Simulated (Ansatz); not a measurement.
**[SnH5]− (SMILES [H][Sn-]([H])([H])([H])[H]): BCCD(T)/STO-3G**

What is the energy change on altering one bond length of [SnH5]− at BCCD(T)/STO-3G? 

The calculation is run with Ansatz 0.2.0.

1 further run of the same task is left out (set aside as unsound or not needed).

## 1. The system as given

The species is [SnH5]− (6 atoms), meant as a singlet with charge -1. As SMILES, `[H][Sn-]([H])([H])([H])[H]`. The shape comes from GFN2-xTB, which is rough for such elements, and wasn't checked as a minimum.

Bond lengths: Sn1–H2 1.885 Å, Sn1–H3 1.889 Å, Sn1–H4 1.782 Å, Sn1–H5 1.783 Å, Sn1–H6 1.782 Å. Angles: H2–Sn1–H3 179.8°, H2–Sn1–H4 90.0°, H2–Sn1–H5 89.9°, H2–Sn1–H6 90.0°, H3–Sn1–H4 90.0°, H3–Sn1–H5 89.9°, H3–Sn1–H6 90.2°, H4–Sn1–H5 120.0°, H4–Sn1–H6 120.0°, H5–Sn1–H6 119.9°.

## 2. A single-point energy at BCCD(T)/STO-3G

molecule.yaml reads:

```yaml
crystal:
  periodic: [false, false, false]
  atoms:
    - {symbol: Sn, position_ang: [0.000450, -0.001410, 0.000420]}
    - {symbol: H, position_ang: [-0.020070, -0.006290, 1.885790]}
    - {symbol: H, position_ang: [0.020250, 0.010720, -1.888030]}
    - {symbol: H, position_ang: [1.782780, 0.010780, 0.018860]}
    - {symbol: H, position_ang: [-0.902470, 1.535970, -0.003420]}
    - {symbol: H, position_ang: [-0.880950, -1.549760, -0.013620]}
basis:
  gaussian:
    orbitals: STO-3G
accuracy: high
total_charge: -1
magnetization:
  spin_polarized: false
  initial_magnetization: 0
scf:
  omitted_lower_state_checks: [cluster_reference, increment]
correlation:
  method: bccd_t
  frozen_orbitals: {H: 0, Sn: 18}
```

Run with:

```sh
$ ansatz run molecule.yaml --threads 1 --pin off --max-ram 2610MiB --events-out events.jsonl --progress --plain --runs-dir runs
```

The log of the run, shortened:

```text
Warning: RAYON_NUM_THREADS=1 ignored (pool sized by the plan → 1); use --threads N
Functional definition: HF
  name "HF"
[...]
570 factors; integrals over basis functions are off by at most 4.0e-9 eV
[...]
mean field -162341.37446922 eV, -5965.9354728080 hartree, gradient 5.6e-8 eV, S^2 0.000000; 0 other end points of the search recorded, 0 dependent functions left out
18 core orbitals not correlated: weight in the atoms' cores, before any rotation towards them, 1.000 or more for the frozen orbitals, at most 0.000 for the correlated occupied ones
reference -162341.37446922 eV, -5965.9354728080 hartree; 10, 10 occupied and 4, 4 virtual orbitals, 570 factors
second order -1.35854616 eV of doubles, -0.00000000 eV of singles
cycle   1  -1.79396400 eV  change   -4.4e-1 eV  update   6.2e-2
[...]
cycle  16  -2.03674253 eV  change    1.8e-9 eV  update   2.4e-9
perturbative correction -0.02244716 eV, -0.0008249178 hartree
Total energy: -162343.43365891 eV, -5966.0111466332 hartree
Checks for a lower state left out: cluster_reference, increment
```

It took 0.42 s on 1 thread of AMD EPYC 9R14 (Zen 4), shared host; peak memory 0.1 GiB.

## 3. The distorted shape at the same level

job.yaml reads:

```yaml
basis:
  gaussian: {orbitals: STO-3G}
crystal:
  periodic: [false, false, false]
  atoms:
    - symbol: Sn
      position_ang: [0.005580, -0.000190, -0.470963]
    - symbol: H
      position_ang: [-0.020070, -0.006290, 1.885790]
    - symbol: H
      position_ang: [0.025380, 0.011940, -2.359413]
    - symbol: H
      position_ang: [1.787910, 0.012000, -0.452523]
    - symbol: H
      position_ang: [-0.897340, 1.537190, -0.474803]
    - symbol: H
      position_ang: [-0.875820, -1.548540, -0.485003]
total_charge: -1
correlation: {method: bccd_t, frozen_orbitals: {H: 0, Sn: 18}}
accuracy: high
scf: {omitted_lower_state_checks: [cluster_reference, increment]}
```

Run with:

```sh
$ ansatz run job.yaml --threads 1 --pin off --max-ram 2610MiB --events-out events.jsonl --progress --plain --runs-dir runs
```

The log of the run, shortened:

```text
Warning: RAYON_NUM_THREADS=1 ignored (pool sized by the plan → 1); use --threads N
[... 2 set-up lines as earlier in the session ...]
[...]
568 factors; integrals over basis functions are off by at most 4.0e-9 eV
[...]
mean field -162339.87249833 eV, -5965.8802763960 hartree, gradient 1.4e-8 eV, S^2 0.000000; 0 other end points of the search recorded, 0 dependent functions left out
18 core orbitals not correlated: weight in the atoms' cores, before any rotation towards them, 1.000 or more for the frozen orbitals, at most 0.000 for the correlated occupied ones
reference -162339.87249833 eV, -5965.8802763960 hartree; 10, 10 occupied and 4, 4 virtual orbitals, 568 factors
second order -1.52008482 eV of doubles, -0.00000000 eV of singles
cycle   1  -2.00772705 eV  change   -4.9e-1 eV  update   7.3e-2
[...]
cycle  20  -2.29849006 eV  change   -2.3e-9 eV  update   1.2e-9
perturbative correction -0.03388336 eV, -0.0012451904 hartree
Total energy: -162342.20487175 eV, -5965.9659895383 hartree
Checks for a lower state left out: cluster_reference, increment
```

Run time: 0.44 s. Hardware: 1 thread of AMD EPYC 9R14 (Zen 4), shared host; peak memory 0.098 GiB.

## 4. Results

At BCCD(T)/STO-3G, 18 core orbitals frozen:

| quantity | value |
| --- | --- |
| first shape: total energy | -5966.01115 Eh |
| first shape: correlation energy (18 core orbitals frozen) | -75.7 mEh |
| first shape: (T) correction | -0.82 mEh |
| distorted shape: total energy | -5965.96599 Eh |
| distorted shape: correlation energy (18 core orbitals frozen) | -85.7 mEh |
| distorted shape: (T) correction | -1.25 mEh |
| energy change with the Sn1–H2 bond stretched from 1.885 to 2.357 Å | 1.229 eV |

In words: With the Sn1–H2 bond stretched from 1.885 to 2.357 Å the energy rises by 1.23 eV (119 kJ/mol). The first shape isn't relaxed at this level, so the change isn't measured from a minimum. The minimal basis adds a large error of its own. The triples (first shape) make up 1.1 % of the correlation energy. Relativity is left out (first shape) although the molecule holds a heavy atom. The triples (distorted shape) make up 1.5 % of the correlation energy. Relativity is left out (distorted shape) although the molecule holds a heavy atom.
